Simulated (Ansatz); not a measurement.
BClFHSe, SMILES FB(Cl)[SeH], a ladder of methods at one geometry

Program: the Python package of Ansatz (0.2.0).

Run as a notebook:

**Cell 1**
```python
from pathlib import Path

import ansatz as az
import numpy as np
```

**Cell 2**
```python
GEOMETRY = """
F     1.13130   -1.41470   -0.46990
B     0.27420   -0.43180    0.26080
Cl   -0.78630   -1.01030    1.65920
Se    0.33970    1.52510   -0.26080
H    -0.90900    1.25800   -1.23070
"""

system = az.Crystal.molecule()
for line in GEOMETRY.strip().splitlines():
    symbol, *xyz = line.split()
    system = system.atom(symbol, [float(v) for v in xyz])
```

**Cell 3**
```python
model = system.calculation().basis(gaussian="def2-SVP")
```

**Cell 4**
```python
print("functional    E (Ha)        dipole (D)   HOMO (eV)  LUMO (eV)")
for name in ["lda", "lc_wpbe", "revpbe", "hf"]:
    rep = model.functional(name).forces().orbitals().run(threads=1, runs_dir="runs").report
    lines = Path(rep["orbitals_path"]).read_text().splitlines()
    field_of = lambda key: [line.split("=")[1].strip() for line in lines if line.startswith(key)]
    orbitals = [(27.211386 * float(e), s, float(n)) for e, s, n in zip(field_of("Ene="), field_of("Spin="), field_of("Occup="))]
    homo = max(e for e, _, n in orbitals if n > 0.5)
    lumo = min(e for e, _, n in orbitals if n < 0.5)
    dipole = 4.803205 * np.linalg.norm(rep["charge_distribution"]["dipole_moment_e_ang"])
    print(f"{name:10s} {rep['free_energy_ev'] / 27.211386246:14.6f} {dipole:9.3f} {homo:11.3f} {lumo:10.3f}")
```
Output:
```text
functional    E (Ha)        dipole (D)   HOMO (eV)  LUMO (eV)
lda          -2980.766550     1.259      -6.142     -3.267
lc_wpbe      -2986.056665     1.250     -10.067      0.129
revpbe       -2986.275096     1.132      -6.001     -2.993
hf           -2983.582024     1.511     -10.149      1.463
```

Notes:
- The settings weren't tested for convergence.
- The geometry is a force-field or estimated start, not a minimum of this method, and the basis set is short of its limit. A lower total doesn't mark the better method: functionals have no common bound, and MP2 and coupled cluster aren't variational.
- Levels such as HOMO and LUMO are orbital energies: with these approximate functionals they aren't the ionisation energy and electron affinity, and their gap isn't the fundamental gap.
- Finished in 7.4 s on 1 thread of Arm Neoverse V1, with other jobs on the host, peak memory 0.22 GiB.
